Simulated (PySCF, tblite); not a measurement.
# C₆H₅F₅: geometry, infrared bands, NMR shifts, spin-spin couplings and electronic excitations

What infrared bands, NMR shifts, spin-spin couplings and electronic excitations should C₆H₅F₅ (`C=CC(=C)C(F)(F)C(F)(F)F`) show?

Programs: tblite 0.8.0 and PySCF 2.14.0, with density-fitted response routines of our own. Each step states its level of theory. These are calculated values for one molecule in the gas phase, unless marked as measured. Atoms are numbered from 0 throughout.

## 1. The starting structure

16 atoms, charge 0, multiplicity 1; geometry from: force field or distance geometry start.

Bonds of the start (Å): C0–C1 1.33, C1–C2 1.46, C2–C3 1.33, C2–C4 1.54, C4–F5 1.38, C4–F6 1.37, C4–C7 1.54, C7–F8 1.36, C7–F9 1.37, C7–F10 1.35, C0–H11 1.09, C0–H12 1.08, C1–H13 1.10, C3–H14 1.09, C3–H15 1.10.

## 2. Relaxing the molecule with GFN2-xTB

Job settings and geometry (Å):

```
{"job": {"kind": "relax", "xc": "GFN2-xTB", "basis": "xTB"}, "charge": 0, "multiplicity": 1}
C      1.434400     1.687700    -0.158800
C      1.330600     0.585400     0.575400
C      0.470200    -0.570200     0.367400
C      0.604700    -1.628900     1.163900
C     -0.572000    -0.577900    -0.762200
F     -0.000600    -0.173400    -1.947600
F     -0.966500    -1.867200    -1.020100
C     -1.825200     0.270500    -0.475700
F     -2.464300    -0.149200     0.647700
F     -2.738200     0.172900    -1.487300
F     -1.569100     1.583800    -0.322600
H      0.836000     1.869200    -1.050400
H      2.123900     2.473900     0.127800
H      2.003100     0.518900     1.447000
H     -0.008300    -2.519400     1.050600
H      1.333700    -1.667200     1.987900
```

Command:

```bash
OMP_NUM_THREADS=2 python probes_run.py task.json out
```

This one command runs all jobs of the session in turn.

**Question.** This job is followed by: GFN2-xTB harmonic vibrations, gas phase; PBE0-D3(BJ)/def2-SVP geometry optimisation, gas phase; GIAO PBE0/pcSseg-1 NMR shielding, non-relativistic, gas phase; B3LYP/pcJ-1 indirect spin-spin coupling, non-relativistic, gas phase; TDDFT wB97X-D/def2-SVPD, vertical, gas phase, core orbitals frozen in the response; GIAO wB97X-D/pcSseg-2 NMR shielding, non-relativistic, gas phase. Predict these results of the whole session: strongest single infrared mode (GFN2-xTB); zero-point energy (GFN2-xTB); point group; rotational constants (main isotopes); ¹³C shifts against TMS (PBE0/pcSseg-1); ¹H shifts against TMS (PBE0/pcSseg-1); ¹⁹F shifts against CFCl3 (PBE0/pcSseg-1, means over atoms taken as alike); largest coupling of the table (B3LYP/pcJ-1); lowest singlet (wB97X-D/def2-SVPD); lowest triplet; range of the shift of F5 (with its like atoms).

**Answer**, as computed:

| quantity | value |
| --- | --- |
| strongest single infrared mode (GFN2-xTB) | 1110 cm⁻¹, 335 km/mol |
| zero-point energy (GFN2-xTB) | 61.8 kcal/mol |
| point group | C1 |
| rotational constants (main isotopes) | 1.49, 1.03, 0.90 GHz |
| ¹³C shifts against TMS (PBE0/pcSseg-1) | 145.0, 140.0, 134.8, 129.6, 124.6, 117.1 ppm |
| ¹H shifts against TMS (PBE0/pcSseg-1) | 6.42, 6.13, 6.03, 5.87, 5.77 ppm |
| ¹⁹F shifts against CFCl3 (PBE0/pcSseg-1, means over atoms taken as alike) | -97.2, -134.4 ppm |
| largest coupling of the table (B3LYP/pcJ-1) | ¹J(C,F) C7–F8, -354.4 Hz (mean over like pairs) |
| lowest singlet (wB97X-D/def2-SVPD) | 5.78 eV (215 nm), f = 0.523 |
| lowest triplet | 3.24 eV |
| range of the shift of F5 (with its like atoms) | -134.4 to -120.5 ppm |

**Reading.** Relaxing lowered the energy by 0.141 eV in 58 steps; the close pair that moved most is C7–F9, from 1.366 to 1.330 Å (GFN2-xTB). No mode is imaginary among the 42: a minimum at this level. The strongest single mode, at 1110 cm⁻¹, moves mainly C7. GFN2-xTB is a fitted tight-binding method: band positions and strengths are rough. Its intensities can rank the bands wrongly. The start of the PBE0/def2-SVP relaxation was shaken at random by about 0.01 Å, so part of the energy gained, and of the first lengths quoted, undoes that. Over 9 steps the energy fell by 0.181 eV; of the close pairs, C7–F8 changed most, 1.364 to 1.328 Å (PBE0/def2-SVP). H13 (hydrogen on an alkene CH) lies farthest downfield among hydrogen, at 6.42 ppm; a vinylic proton, deshielded by the sp2 carbon and the C=C anisotropy. In the run at B3LYP/pcJ-1, the largest coupling of the table is C7–F8 (mean over like pairs), -354.4 Hz, of which the Fermi-contact term gives -326.5 Hz. Couplings across rotatable bonds belong to this one conformer; where others are populated, the observed values are averages. Density functionals describe couplings to fluorine poorly, F–F couplings above all, so those rows are rough. Across the 2 runs the shift of F5 (with its like atoms) moves most, between -134.4 (PBE0/pcSseg-1) and -120.5 ppm (wB97X-D/pcSseg-2). Part of that comes from the computed reference. These values are for one conformer; the search (at its own cheap level) found 2 more, at 0.02, 1.00 kcal/mol (those within 0.05 may be mirror or relabelled copies), and measured spectra average over such forms.
